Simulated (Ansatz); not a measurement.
**GaBN (doublet): from Hartree-Fock to the top rungs, cc-pVDZ**

Aim: climb from Hartree-Fock through coupled cluster and multireference methods for GaBN (doublet) at one geometry and basis, and see what each rung misses.

Program: Ansatz 0.2.0, Gaussian basis. Level of theory: cc-pVDZ, correlated electrons: outside noble gas. These are calculated values, not measurements.

Plan: UHF; CCSD(T) on ROHF; CCSD(T) on UHF; BCCD(T) on ROHF; CISD; CCSDT(Q) on ROHF; CCSDT(Q) on UHF; CASSCF and MRCISD+Q, 9 electrons in 11 orbitals; CASSCF and NEVPT2, 9 electrons in 11 orbitals.

### 1 The geometry

The geometry is a PBE0/def2-TZVP stationary point (not a proven minimum). No spin-orbit coupling is included. The filled d shell of Ga counts as core when cores are frozen.

3 atoms, charge 0, spin multiplicity 2.

Atoms are counted from 1 here; the program's logs count them from 0.

Bond lengths: B1–N2 1.262 Å, N2–Ga3 1.878 Å. Angles: B1–N2–Ga3 180.0°.

Coordinates:

| atom | x (Å) | y (Å) | z (Å) |
| --- | --- | --- | --- |
| B1 | 0.00000 | 0.00000 | -1.46720 |
| N2 | 0.00000 | 0.00000 | -0.20520 |
| Ga3 | 0.00000 | 0.00000 | 1.67240 |

In the tables R marks a restricted open-shell determinant and U an unrestricted one; 'valence' is the active space of 9 electrons in 11 orbitals; correlation energies count from the lowest restricted Hartree-Fock solution.

### 2 UHF

File in.yaml:

```yaml
crystal:
  periodic: [false, false, false]
  atoms:
    - {symbol: B, position_ang: [0.000000, 0.000000, -1.467200]}
    - {symbol: N, position_ang: [0.000000, 0.000000, -0.205200]}
    - {symbol: Ga, position_ang: [0.000000, 0.000000, 1.672400]}
basis:
  gaussian: {orbitals: cc-pVDZ}
magnetization: {spin_polarized: true, initial_magnetization: 1}
hamiltonian: {xc: hf}
output: {orbitals: {seedname: orbitals}}
```

Command:

```bash
$ ansatz run in.yaml --threads 1 --pin off --events-out ev --progress --plain --max-ram 2393MiB
```

Further steps of the session: CCSD(T) on ROHF; CCSD(T) on UHF; BCCD(T) on ROHF; CISD; CCSDT(Q) on ROHF; CCSDT(Q) on UHF; CASSCF and MRCISD+Q, 9 electrons in 11 orbitals; CASSCF and NEVPT2, 9 electrons in 11 orbitals.

Q: Predict the results of all the runs planned. Wanted: correlation energy, UCCSDT(Q); RMP2 from UCCSDT(Q); UMP2 from UCCSDT(Q); RCCSD from UCCSDT(Q); RCCSD(T) from UCCSDT(Q); UCCSD(T) from UCCSDT(Q); RCCSDT(Q) from UCCSDT(Q); NEVPT2 valence from UCCSDT(Q); MRCISD+Q valence from UCCSDT(Q).

**Answer**, as computed:

| quantity | value |
| --- | --- |
| correlation energy, UCCSDT(Q) | -7.9511 eV |
| RMP2 from UCCSDT(Q) | +84.3 kJ/mol |
| UMP2 from UCCSDT(Q) | +88.0 kJ/mol |
| RCCSD from UCCSDT(Q) | +39.1 kJ/mol |
| RCCSD(T) from UCCSDT(Q) | +5.8 kJ/mol |
| UCCSD(T) from UCCSDT(Q) | +6.5 kJ/mol |
| RCCSDT(Q) from UCCSDT(Q) | +0.6 kJ/mol |
| NEVPT2 valence from UCCSDT(Q) | +81.2 kJ/mol |
| MRCISD+Q valence from UCCSDT(Q) | +7.9 kJ/mol |
| levels within 1 kcal/mol (43 meV) | RCCSDT, UCCSDT, RCCSDT(Q) |
| T1 diagnostic | 0.030 |
| effectively unpaired electrons | 1.09 |

RCCSD(T) lands +5.8 kJ/mol from the yardstick (0.8 % of the correlation energy). One determinant dominates. Of the multireference levels listed MRCISD+Q valence comes nearest (+7.9 kJ/mol). These misses are within one basis and frozen core, not against nature; frozen cores of the runs differ by up to some meV.
